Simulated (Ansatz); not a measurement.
# CH3NOSi: vertical ionisation energy

One table from this session's results is given with a row withheld; the runs are named, their logs left out.

Method: unrestricted cation, the program's frozen cores in correlated methods; program: Ansatz 0.2.0, Gaussian basis.

Plan: UKS PBE-D4/def2-TZVPP; UKS r2SCAN-D4/def2-TZVPP; UKS PBE0-D4/def2-TZVPP; UKS B3LYP-D4/def2-TZVPP; UKS wB97X-V/def2-TZVPP; UKS wB97M-V/def2-TZVPP; UKS B2PLYP/def2-TZVPP; UHF-CCSD(T)/def2-TZVPP; UHF-MP2/def2-QZVPP; extrapolation to the limit; then −ε(HOMO) from the neutral's earlier runs with LDA (SPW92), PBE-D4, revPBE-D4, BLYP-D4, r2SCAN-D4, B97M-V, PBE0-D4, B3LYP-D4, r2SCANh-D4, r2SCAN0-D4, HSE06-D4, BHLYP-D4, CAM-B3LYP-D4, LC-ωPBE, ωB97X-V, ωB97M-V.

## The relaxed structure

The geometry comes from an earlier relaxation with PBE0-D4 in a triple-zeta def2 set; it is a stationary point, not always the lowest conformer.

7 atoms, charge 0, spin multiplicity 1.

Atoms are counted from 1 here; the program's logs count them from 0.

Bond lengths: N1–C2 1.246 Å, N1–H5 1.015 Å, C2–O3 1.378 Å, C2–Si4 1.806 Å, O3–Si4 1.701 Å, Si4–H6 1.478 Å, Si4–H7 1.478 Å. Angles: C2–N1–H5 110.9°, N1–C2–O3 127.6°, N1–C2–Si4 169.5°, O3–C2–Si4 62.9°, C2–O3–Si4 71.0°, C2–Si4–O3 46.1°, C2–Si4–H6 123.0°, C2–Si4–H7 123.0°, O3–Si4–H6 116.0°, O3–Si4–H7 116.0°, H6–Si4–H7 113.0°.

Set-up of the first run:

Input file in.yaml:

```yaml
crystal:
  periodic: [false, false, false]
  atoms:
    - {symbol: N, position_ang: [-1.071008, -1.580223, -0.416291]}
    - {symbol: C, position_ang: [-0.312356, -0.650835, -0.079205]}
    - {symbol: O, position_ang: [0.759232, -0.712639, 0.784198]}
    - {symbol: Si, position_ang: [0.600568, 0.880311, 0.209579]}
    - {symbol: H, position_ang: [-1.778540, -1.252154, -1.066549]}
    - {symbol: H, position_ang: [0.185956, 1.890217, 1.205879]}
    - {symbol: H, position_ang: [1.677348, 1.357323, -0.683410]}
basis:
  gaussian: {orbitals: def2-TZVPP}
total_charge: 1
magnetization: {spin_polarized: true, initial_magnetization: 1}
hamiltonian: {xc: pbe, dispersion: d4}
```

Started as:

```bash
ansatz run in.yaml --threads 2 --pin off --events-out ev --progress --plain --max-ram 4352MiB
```

Steps of the session up to this table: Cation, UKS PBE-D4/def2-TZVPP; Cation, UKS r2SCAN-D4/def2-TZVPP; Cation, UKS PBE0-D4/def2-TZVPP; Cation, UKS B3LYP-D4/def2-TZVPP; Cation, UKS wB97X-V/def2-TZVPP; Cation, UKS wB97M-V/def2-TZVPP; Cation, UKS B2PLYP (frozen core)/def2-TZVPP; Cation, UHF-CCSD(T)/def2-TZVPP; Cation, UHF-MP2/def2-QZVPP.

One of the session's tables, all rows but one given; the rest of the session is left out.

Orbital estimates, from the neutral's runs:

| functional | −ε(HOMO) (eV) |
| --- | --- |
| LDA (SPW92) | 6.14 |
| PBE-D4 | ? |
| revPBE-D4 | 5.93 |
| BLYP-D4 | 5.88 |
| r2SCAN-D4 | 6.22 |
| B97M-V | 6.33 |
| PBE0-D4 | 7.28 |
| B3LYP-D4 | 7.07 |
| r2SCANh-D4 | 6.70 |
| r2SCAN0-D4 | 7.44 |
| HSE06-D4 | 6.88 |
| BHLYP-D4 | 8.51 |
| CAM-B3LYP-D4 | 8.64 |
| LC-ωPBE | 9.94 |
| ωB97X-V | 9.60 |
| ωB97M-V | 9.50 |

**Question.** Estimate the row for PBE-D4.

As computed: −ε(HOMO) (eV): 5.99. In the column «−ε(HOMO) (eV)» it lies between revPBE-D4 (5.93) and LDA (SPW92) (6.14).
